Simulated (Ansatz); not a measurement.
# GaH2 (doublet): trial inputs and their diagnosis at scale of all distances = 1.000

3 inputs are run for GaH2 (doublet) as typed; the log has to tell whether the result can be used and what must change.

The runs use Ansatz 0.2.0, Gaussian basis; the settings change from run to run.

18 further runs of the same task are left out: 1 for a known fault of the program, 14 that didn't finish, 3 set aside as unsound or not needed.

### 1 The system

The geometry derives from a PBE0/def2-TZVP stationary point (not a proven minimum). All distances are scaled together. No spin-orbit coupling is included. The filled d shell of Ga may be among the frozen orbitals whatever the setting's name suggests; the logs give the count.

3 atoms, charge 0, spin multiplicity 2.

Atoms are counted from 1 here; the program's logs count them from 0.

Bond lengths: Ga1–H2 1.593 Å, Ga1–H3 1.593 Å. Angles: H2–Ga1–H3 120.5°.

Coordinates:

```xyz
3
GaH2
Ga    0.00000   -0.02223    0.00000
H     0.00000    0.76885   -1.38311
H     0.00000    0.76885    1.38311
```

### 2 Try 1

File in.yaml:

```yaml
crystal:
  periodic: [false, false, false]
  atoms:
    - {symbol: Ga, position_ang: [0.000000, -0.022229, 0.000000]}
    - {symbol: H, position_ang: [0.000000, 0.768845, -1.383112]}
    - {symbol: H, position_ang: [0.000000, 0.768845, 1.383112]}
basis:
  gaussian: {orbitals: 6-31G}
magnetization: {spin_polarized: false, initial_magnetization: 1}
correlation: {active_space: {window: {electrons: 1, orbitals: 2}, fixed_orbitals: true, states: [{multiplicity: 2, weights: [0.5, 0.5, 1]}], root: 1}}
accuracy: high
```

Started as:

```bash
$ ansatz run in.yaml --threads 1 --pin off --events-out ev --progress --plain --max-ram 2393MiB
```

The program printed:

```text
Functional definition: HF
  name "HF"
  cite "Fock, Z. Phys. 61, 126 (1930) doi:10.1007/BF01340294"
  parent pbe
  exchange = exact_x
  correlation = 0
517 factors; integrals over basis functions are off by at most 3.5e-9 eV
mean field evaluation 1: about -52354.7868 eV, gradient 6.7e0 eV
mean field evaluation 2: about -52354.8054 eV, gradient 6.7e0 eV
mean field evaluation 4: about -52355.2739 eV, gradient 1.4e0 eV
mean field evaluation 8: about -52355.2840 eV, gradient 5.2e-4 eV
mean field -52355.28399859 eV, -1924.0211992621 hartree, gradient 2.9e-8 eV, S^2 0.750000; 0 other end points of the search recorded, 0 dependent functions left out
reference -52355.28399859 eV, -1924.0211992621 hartree; 17, 16 occupied and 16, 17 virtual orbitals, 517 factors
Error: 3 states are sought, and the space of determinants holds 2 states of this symmetry and spin
```

It took 0.33 s on 1 thread of Arm Neoverse V2, shared host.

Diagnosis: The run stopped with an error. It says: «3 states are sought, and the space of determinants holds 2 states of this symmetry and spin». Cure: ask for fewer states or enlarge the space.

### 3 Try 2

File in.yaml:

```yaml
crystal:
  periodic: [false, false, false]
  atoms:
    - {symbol: Ga, position_ang: [0.000000, -0.022229, 0.000000]}
    - {symbol: H, position_ang: [0.000000, 0.768845, -1.383112]}
    - {symbol: H, position_ang: [0.000000, 0.768845, 1.383112]}
basis:
  gaussian: {orbitals: aug-cc-pVDZ}
magnetization: {spin_polarized: false, initial_magnetization: 1}
correlation: {active_space: {window: {electrons: 2, orbitals: 200}}}
```

Same command.

The program printed:

```text
Functional definition: HF
  name "HF"
  cite "Fock, Z. Phys. 61, 126 (1930) doi:10.1007/BF01340294"
  parent pbe
  exchange = exact_x
  correlation = 0
576 factors; integrals over basis functions are off by at most 4.2e-4 eV
mean field evaluation 1: about -52362.9440 eV, gradient 6.9e0 eV
mean field evaluation 2: about -52362.9450 eV, gradient 6.9e0 eV
mean field evaluation 4: about -52363.5689 eV, gradient 6.8e-1 eV
mean field evaluation 8: about -52363.5740 eV, gradient 2.9e-4 eV
mean field -52363.57395995 eV, -1924.3258497230 hartree, gradient 1.7e-6 eV, S^2 0.750000; 0 other end points of the search recorded, 0 dependent functions left out
reference -52363.57395995 eV, -1924.3258497230 hartree; 17, 16 occupied and 37, 38 virtual orbitals, 576 factors
Error: 2 electrons in 200 orbitals form no window around the highest filled level of the reference
```

Run time: 0.51 s. Hardware: 1 thread of Arm Neoverse V2, shared host.

**Diagnosis.** The run stopped with an error. The active window can't be built from these electrons and orbitals. To mend it, choose counts that fit the spin, the electrons and the basis.

### 4 Try 3

File in.yaml:

```yaml
crystal:
  periodic: [false, false, false]
  atoms:
    - {symbol: Ga, position_ang: [0.000000, -0.022229, 0.000000]}
    - {symbol: H, position_ang: [0.000000, 0.768845, -1.383112]}
    - {symbol: H, position_ang: [0.000000, 0.768845, 1.383112]}
basis:
  gaussian: {orbitals: aug-cc-pVDZ, point_charges: [{charge: 0.50, position_ang: [2.656, 0.454, -0.953]}]}
magnetization: {spin_polarized: false, initial_magnetization: 1}
correlation: {method: fic_mrcisd_q, electrons: outside_noble_gas, active_space: {window: {electrons: 3, orbitals: 3}, states: [{multiplicity: 2, irrep: Sigma, weights: [1]}]}}
accuracy: high
```

The command is unchanged.

The program printed:

```text
Functional definition: HF
  name "HF"
  cite "Fock, Z. Phys. 61, 126 (1930) doi:10.1007/BF01340294"
  parent pbe
  exchange = exact_x
  correlation = 0
1034 factors; integrals over basis functions are off by at most 4.1e-9 eV
mean field evaluation 1: about -52362.8188 eV, gradient 7.0e0 eV
mean field evaluation 2: about -52362.8227 eV, gradient 7.0e0 eV
mean field evaluation 4: about -52363.4187 eV, gradient 6.5e-1 eV
mean field evaluation 8: about -52363.4245 eV, gradient 1.2e-3 eV
mean field evaluation 16: about -52362.7784 eV, gradient 3.2e0 eV
mean field -52363.42454938 eV, -1924.3203589858 hartree, gradient 1.8e-8 eV, S^2 0.750000; 2 other end points of the search recorded, 0 dependent functions left out
reference -52363.42454938 eV, -1924.3203589858 hartree; 17, 16 occupied and 37, 38 virtual orbitals, 1034 factors
Error: the irrep Sigma is not accepted for these orbitals, which take A, or 1 to 1
```

Run time: 1.2 s. Hardware: 1 thread of Arm Neoverse V2, shared host.

**Diagnosis.** The run stopped with an error. The symmetry label isn't in the molecule's group. Fix: name an irrep that the log lists.

### 5 Summary

| try | level | ended | cause | time |
| --- | --- | --- | --- | --- |
| 1 | CASCI(1,2)/6-31G | stopped by an error | 3 states are sought, and the space of determinants holds 2 states of this symmetry and spin | 0.33 s |
| 2 | CASSCF(2,200)/aug-cc-pVDZ | stopped by an error | the active window can't be built from these electrons and orbitals | 0.51 s |
| 3 | MRCISD+Q(3,3)/aug-cc-pVDZ | stopped by an error | the symmetry label isn't in the molecule's group | 1.2 s |

3 stopped by an error.
